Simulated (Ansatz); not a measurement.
# C₃H₃FMgO₂: basis-set convergence

How large a basis does C₃H₃FMgO₂ need? Two functionals are run in growing sets.

Method: one geometry, several basis sets; program: Ansatz 0.2.0, Gaussian basis.

The runs, in order: PBE0-D4/def2-SVP; ωB97M-V/def2-SVP; PBE0-D4/def2-QZVPP; ωB97M-V/def2-QZVPP; the functionals' def2-TZVPP values are taken from earlier runs.

### Step 1. The relaxed structure

All runs share one geometry, relaxed beforehand with PBE0-D4 in a triple-zeta def2 set.

SMILES `[F][Mg-]1[O]C=CC=[O+]1`, 10 atoms, charge 0, spin multiplicity 1.

Atoms are counted from 1 here; the program's logs count them from 0.

Bond lengths: F1–Mg2 1.757 Å, Mg2–O3 1.935 Å, Mg2–O7 1.935 Å, O3–C4 1.263 Å, C4–C5 1.394 Å, C4–H8 1.098 Å, C5–C6 1.394 Å, C5–H9 1.082 Å, C6–O7 1.263 Å, C6–H10 1.098 Å. Angles: F1–Mg2–O3 133.1°, F1–Mg2–O7 133.1°, O3–Mg2–O7 93.8°, Mg2–O3–C4 124.6°, O3–C4–C5 126.7°, O3–C4–H8 116.1°, C5–C4–H8 117.2°, C4–C5–C6 123.5°, C4–C5–H9 118.2°, C6–C5–H9 118.2°, C5–C6–O7 126.7°, C5–C6–H10 117.2°, O7–C6–H10 116.1°, Mg2–O7–C6 124.6°.

### Step 2. PBE0-D4 in def2-SVP

in.yaml reads:

```yaml
crystal:
  periodic: [false, false, false]
  atoms:
    - {symbol: F, position_ang: [1.626362, -3.377230, 0.301840]}
    - {symbol: Mg, position_ang: [0.868714, -1.798378, 0.160957]}
    - {symbol: O, position_ang: [-0.976226, -1.218087, 0.105965]}
    - {symbol: C, position_ang: [-1.347469, -0.016150, -0.001444]}
    - {symbol: C, position_ang: [-0.523936, 1.104133, -0.099416]}
    - {symbol: C, position_ang: [0.868374, 1.039052, -0.090351]}
    - {symbol: O, position_ang: [1.574100, -0.003587, 0.003738]}
    - {symbol: H, position_ang: [-2.431695, 0.155480, -0.018725]}
    - {symbol: H, position_ang: [-0.990359, 2.076237, -0.186746]}
    - {symbol: H, position_ang: [1.415235, 1.987428, -0.173020]}
basis:
  gaussian: {orbitals: def2-SVP}
hamiltonian: {xc: pbe0, dispersion: d4}
output: {orbitals: {seedname: orbitals}}
```

Command:

```console
$ ansatz run in.yaml --threads 4 --pin off --events-out ev --progress --plain --max-ram 11315MiB
```

Further steps of the session: ωB97M-V in def2-SVP; PBE0-D4 in def2-QZVPP; ωB97M-V in def2-QZVPP.

Before running them: what should the planned runs give, taken together? Wanted: PBE0-D4: double and triple zeta above quadruple; ωB97M-V: double and triple zeta above quadruple.

The runs gave:

| quantity | value |
| --- | --- |
| PBE0-D4: double and triple zeta above quadruple | 14.28, 0.86 eV |
| ωB97M-V: double and triple zeta above quadruple | 14.47, 0.80 eV |

What this shows: PBE0-D4 gains 13.42 eV from double to triple zeta, then 0.86 eV more. Total energies overstate the basis error of differences, where much of it tends to cancel.
